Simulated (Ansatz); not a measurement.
Born–Oppenheimer molecular dynamics of a periodic cell of 34 atoms, Ba₆Ti₆AlCl₃O₁₈ (surface BaTiO3(111), adsorbate AlCl3). It starts from a partly relaxed structure (largest force component 0.06 eV/Å).

Level of theory: DFT PBE-D3(BJ), scalar-relativistic, plane waves, PAW (Ansatz 0.2.0). Settings: accuracy low, PAW set soft_1, cutoff 420 eV, k mesh 2x2x1, fermi-dirac smearing 0.02 eV, no spin polarisation.

```yaml
ensemble: NVE (velocity Verlet)
time_step: 1.5 fs
steps_asked: 90
starting_velocities_drawn_for: 1000 K
atoms_held: 1, 2, 5, 13, 14
seed: 544782
```

Frames 1.5 fs apart, positions in Å.

Velocities at 120 fs (Å/ps):

```
Ba 0.00 0.00 0.00
Ti 0.00 0.00 0.00
O -5.95 -2.18 -7.08
O 6.83 3.08 -2.33
O 0.00 0.00 0.00
Ba -1.06 -0.36 1.31
Ti 1.33 -1.69 1.30
O -5.13 0.87 -1.62
O -8.51 8.47 -7.14
O -4.01 -11.49 -9.09
Ba 0.64 -0.77 2.29
Ti 2.27 1.59 9.84
O 0.00 0.00 0.00
O 0.00 0.00 0.00
O -4.34 6.20 1.11
Ba 1.14 -2.62 1.07
Ti -1.57 -0.37 -0.43
O -0.65 -7.11 1.13
O 5.82 0.06 3.57
O 1.49 -0.28 4.49
Ba -2.32 -2.55 0.07
Ti 3.36 -2.36 3.91
O -2.96 1.33 5.26
O -0.40 4.44 -0.51
O 14.17 0.56 -2.16
Ba 0.18 0.24 -0.26
Ti 0.59 6.17 4.78
O 11.40 -1.68 4.39
O 3.77 4.08 6.15
O -1.26 4.22 9.23
Al 1.16 -1.81 -3.51
Cl -3.34 -1.19 1.25
Cl 2.77 -3.53 1.98
Cl 0.81 -0.62 -0.69
```

```xyz
34
Lattice="8.9666 0.0000 0.0000 3.6126 8.2067 0.0000 0.0000 0.0000 15.8590" Properties=species:S:1:pos:R:3 time_fs=120 energy_less_start_eV=1.786 T=525
Ba 0.000 0.000 1.000
Ti 4.571 4.932 1.401
O 5.045 6.542 2.228
O 7.967 1.937 2.379
O 6.208 4.084 1.032
Ba 5.329 1.392 1.664
Ti 9.391 6.164 2.514
O 10.308 7.298 1.452
O 4.081 4.129 3.088
O 3.164 4.646 0.448
Ba 1.632 3.064 1.664
Ti 6.161 8.120 3.302
O 8.915 4.824 1.446
O 2.641 0.731 1.492
O 8.091 7.279 2.885
Ba 6.988 4.521 3.362
Ti 8.009 1.368 4.106
O 8.520 2.894 5.235
O 6.364 6.772 4.636
O 0.791 0.761 3.675
Ba 3.892 6.250 4.727
Ti 4.260 2.892 4.362
O 4.316 3.905 5.955
O 7.339 -0.124 4.784
O 5.937 2.320 4.278
Ba 8.530 7.756 5.647
Ti 9.873 3.993 5.292
O 3.669 1.144 4.162
O 9.499 5.621 4.462
O 2.250 3.150 4.528
Al 4.005 3.650 7.623
Cl 4.693 4.768 9.267
Cl 1.635 4.249 7.642
Cl 4.436 1.611 8.292
34
Lattice="8.9666 0.0000 0.0000 3.6126 8.2067 0.0000 0.0000 0.0000 15.8590" Properties=species:S:1:pos:R:3 time_fs=121.5 energy_less_start_eV=1.777 T=527
Ba 0.000 0.000 1.000
Ti 4.571 4.932 1.401
O 5.036 6.539 2.218
O 7.977 1.941 2.375
O 6.208 4.084 1.032
Ba 5.327 1.392 1.666
Ti 9.393 6.162 2.515
O 10.301 7.299 1.450
O 4.069 4.142 3.076
O 3.158 4.629 0.434
Ba 1.633 3.063 1.667
Ti 6.164 8.122 3.316
O 8.915 4.824 1.446
O 2.641 0.731 1.492
O 8.084 7.288 2.886
Ba 6.989 4.517 3.363
Ti 8.007 1.367 4.106
O 8.519 2.883 5.237
O 6.372 6.772 4.642
O 0.794 0.760 3.682
Ba 3.888 6.246 4.727
Ti 4.264 2.888 4.369
O 4.312 3.908 5.963
O 7.338 -0.118 4.784
O 5.959 2.321 4.275
Ba 8.530 7.757 5.647
Ti 9.874 4.002 5.300
O 3.686 1.141 4.169
O 9.505 5.626 4.471
O 2.247 3.158 4.543
Al 4.007 3.647 7.618
Cl 4.688 4.766 9.269
Cl 1.639 4.244 7.645
Cl 4.437 1.610 8.291
34
Lattice="8.9666 0.0000 0.0000 3.6126 8.2067 0.0000 0.0000 0.0000 15.8590" Properties=species:S:1:pos:R:3 time_fs=123 energy_less_start_eV=1.802 T=521
Ba 0.000 0.000 1.000
Ti 4.571 4.932 1.401
O 5.026 6.536 2.208
O 7.985 1.945 2.371
O 6.208 4.084 1.032
Ba 5.326 1.391 1.668
Ti 9.395 6.160 2.516
O 10.295 7.301 1.448
O 4.057 4.155 3.064
O 3.152 4.612 0.420
Ba 1.634 3.062 1.671
Ti 6.168 8.125 3.330
O 8.915 4.824 1.446
O 2.641 0.731 1.492
O 8.076 7.298 2.887
Ba 6.991 4.513 3.365
Ti 8.005 1.367 4.105
O 8.517 2.873 5.238
O 6.378 6.774 4.648
O 0.798 0.756 3.690
Ba 3.885 6.243 4.728
Ti 4.269 2.884 4.376
O 4.308 3.910 5.972
O 7.337 -0.113 4.783
O 5.981 2.321 4.271
Ba 8.531 7.757 5.647
Ti 9.876 4.011 5.307
O 3.702 1.139 4.176
O 9.512 5.629 4.481
O 2.241 3.167 4.557
Al 4.008 3.644 7.613
Cl 4.683 4.765 9.270
Cl 1.643 4.238 7.647
Cl 4.438 1.609 8.290
34
Lattice="8.9666 0.0000 0.0000 3.6126 8.2067 0.0000 0.0000 0.0000 15.8590" Properties=species:S:1:pos:R:3 time_fs=124.5 energy_less_start_eV=1.862 T=505
Ba 0.000 0.000 1.000
Ti 4.571 4.932 1.401
O 5.015 6.534 2.198
O 7.992 1.949 2.368
O 6.208 4.084 1.032
Ba 5.324 1.390 1.670
Ti 9.398 6.159 2.516
O 10.290 7.303 1.447
O 4.045 4.166 3.051
O 3.147 4.596 0.406
Ba 1.635 3.060 1.674
Ti 6.171 8.127 3.342
O 8.915 4.824 1.446
O 2.641 0.731 1.492
O 8.067 7.307 2.888
Ba 6.993 4.509 3.366
Ti 8.004 1.368 4.104
O 8.515 2.863 5.239
O 6.384 6.775 4.655
O 0.803 0.751 3.699
Ba 3.881 6.239 4.728
Ti 4.273 2.879 4.384
O 4.306 3.913 5.981
O 7.336 -0.108 4.782
O 6.003 2.321 4.267
Ba 8.531 7.757 5.646
Ti 9.878 4.019 5.314
O 3.718 1.138 4.183
O 9.521 5.630 4.491
O 2.233 3.177 4.572
Al 4.009 3.640 7.609
Cl 4.678 4.763 9.272
Cl 1.648 4.233 7.650
Cl 4.439 1.608 8.288
34
Lattice="8.9666 0.0000 0.0000 3.6126 8.2067 0.0000 0.0000 0.0000 15.8590" Properties=species:S:1:pos:R:3 time_fs=126 energy_less_start_eV=1.947 T=482
Ba 0.000 0.000 1.000
Ti 4.571 4.932 1.401
O 5.003 6.532 2.189
O 7.998 1.952 2.364
O 6.208 4.084 1.032
Ba 5.322 1.389 1.671
Ti 9.400 6.159 2.515
O 10.286 7.306 1.447
O 4.034 4.177 3.039
O 3.143 4.580 0.392
Ba 1.636 3.059 1.678
Ti 6.174 8.130 3.353
O 8.915 4.824 1.446
O 2.641 0.731 1.492
O 8.058 7.317 2.888
Ba 6.995 4.506 3.368
Ti 8.003 1.369 4.103
O 8.514 2.854 5.241
O 6.388 6.777 4.662
O 0.809 0.744 3.708
Ba 3.877 6.236 4.728
Ti 4.277 2.874 4.392
O 4.304 3.917 5.988
O 7.335 -0.104 4.782
O 6.025 2.322 4.263
Ba 8.532 7.758 5.646
Ti 9.880 4.027 5.322
O 3.733 1.138 4.190
O 9.529 5.628 4.500
O 2.224 3.189 4.587
Al 4.010 3.636 7.606
Cl 4.673 4.763 9.274
Cl 1.653 4.227 7.652
Cl 4.439 1.607 8.286
34
Lattice="8.9666 0.0000 0.0000 3.6126 8.2067 0.0000 0.0000 0.0000 15.8590" Properties=species:S:1:pos:R:3 time_fs=127.5 energy_less_start_eV=2.046 T=456
Ba 0.000 0.000 1.000
Ti 4.571 4.932 1.401
O 4.992 6.531 2.181
O 8.002 1.954 2.360
O 6.208 4.084 1.032
Ba 5.321 1.388 1.673
Ti 9.403 6.160 2.513
O 10.283 7.309 1.448
O 4.024 4.185 3.029
O 3.140 4.564 0.379
Ba 1.637 3.058 1.681
Ti 6.177 8.132 3.363
O 8.915 4.824 1.446
O 2.641 0.731 1.492
O 8.049 7.325 2.888
Ba 6.997 4.502 3.369
Ti 8.003 1.371 4.101
O 8.512 2.846 5.242
O 6.390 6.780 4.670
O 0.817 0.735 3.719
Ba 3.874 6.233 4.728
Ti 4.281 2.870 4.401
O 4.304 3.920 5.995
O 7.334 -0.102 4.781
O 6.045 2.323 4.258
Ba 8.532 7.758 5.646
Ti 9.882 4.034 5.330
O 3.748 1.139 4.197
O 9.539 5.625 4.509
O 2.214 3.202 4.602
Al 4.010 3.631 7.604
Cl 4.668 4.762 9.275
Cl 1.658 4.222 7.654
Cl 4.440 1.606 8.284
```

Of the whole run (135 fs, mean temperature of the second half 513 K): The conserved energy stayed within 0.34 meV per atom of its start (net change 0.29 meV per atom), so the integration is sound. Over the second half the temperature averaged 0.51 of the 1000 K drawn at the start: a run that starts near a minimum puts about half its kinetic energy into the potential. A run of 0.14 ps of so small a system gives no equilibrium averages. Limits of this set-up: thin slab, slab without dipole correction, a typed lattice constant that wasn't relaxed here, low accuracy level.

Run time: 29 min on 4 threads of Arm Neoverse N1, with other jobs on the host, peak memory 4.1 GiB.
